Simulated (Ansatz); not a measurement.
# FH3InNS: how energies converge with the basis set

An exercise on one series of results from a longer session: the logs are not shown, and one member is left open.

Program: Ansatz 0.2.0, Gaussian basis. Level of theory: one geometry, several basis sets. These are calculated values, not measurements.

Levels to be run: PBE0-D4/def2-SVP; ωB97M-V/def2-SVP; PBE0-D4/def2-QZVPP; ωB97M-V/def2-QZVPP; the functionals' def2-TZVPP values are taken from earlier runs.

1 further run of the same task is left out (for a known fault of the program).

## Structure used throughout

An earlier PBE0-D4 in a triple-zeta def2 set relaxation fixed the geometry. In takes the def2 core potential; no spin-orbit term is included.

SMILES `[NH2][In]([F])[SH]`, 7 atoms, charge 0, spin multiplicity 1.

Atoms are counted from 1 here; the program's logs count them from 0.

Bond lengths: N1–In2 2.006 Å, N1–H5 1.010 Å, N1–H6 1.011 Å, In2–F3 1.950 Å, In2–S4 2.358 Å, S4–H7 1.344 Å. Angles: In2–N1–H5 116.7°, In2–N1–H6 114.0°, H5–N1–H6 109.2°, N1–In2–F3 112.9°, N1–In2–S4 133.0°, F3–In2–S4 113.8°, In2–S4–H7 93.1°.

Set-up of the first run:

File in.yaml:

```yaml
crystal:
  periodic: [false, false, false]
  atoms:
    - {symbol: N, position_ang: [0.915242, 1.164517, 0.241604]}
    - {symbol: In, position_ang: [0.060770, -0.648631, 0.156323]}
    - {symbol: F, position_ang: [1.227848, -2.069565, 0.806875]}
    - {symbol: S, position_ang: [-2.121591, -1.374242, -0.364353]}
    - {symbol: H, position_ang: [0.587356, 1.852664, -0.421069]}
    - {symbol: H, position_ang: [1.926149, 1.144606, 0.226691]}
    - {symbol: H, position_ang: [-2.534474, -0.137449, -0.691770]}
basis:
  gaussian: {orbitals: def2-SVP}
hamiltonian: {xc: pbe0, dispersion: d4}
output: {orbitals: {seedname: orbitals}}
```

Launch:

```
$ ansatz run in.yaml --threads 2 --pin off --events-out ev --progress --plain --max-ram 32768MiB --backend cpu
```

Among the steps run: PBE0-D4 in def2-SVP; ωB97M-V in def2-SVP; PBE0-D4 in def2-QZVPP; ωB97M-V in def2-QZVPP.

One of the session's tables, all rows but one given; the rest of the session is left out.

It belongs to the step «Density functionals: the series». 

| functional | basis | HOMO (eV) | LUMO (eV) |
| --- | --- | --- | --- |
| PBE0-D4 | def2-SVP | -7.49 | -1.48 |
| PBE0-D4 | def2-TZVPP | -7.72 | -1.71 |
| PBE0-D4 | def2-QZVPP | -7.76 | -1.82 |
| ωB97M-V | def2-SVP | -9.71 | 0.45 |
| ωB97M-V | def2-TZVPP | ? | ? |
| ωB97M-V | def2-QZVPP | -10.01 | -0.15 |

**Question.** Estimate the row for ωB97M-V, def2-TZVPP.

As computed: HOMO (eV): -9.96; LUMO (eV): 0.12. In the column «HOMO (eV)» it lies between ωB97M-V, def2-QZVPP (-10.01) and ωB97M-V, def2-SVP (-9.71).
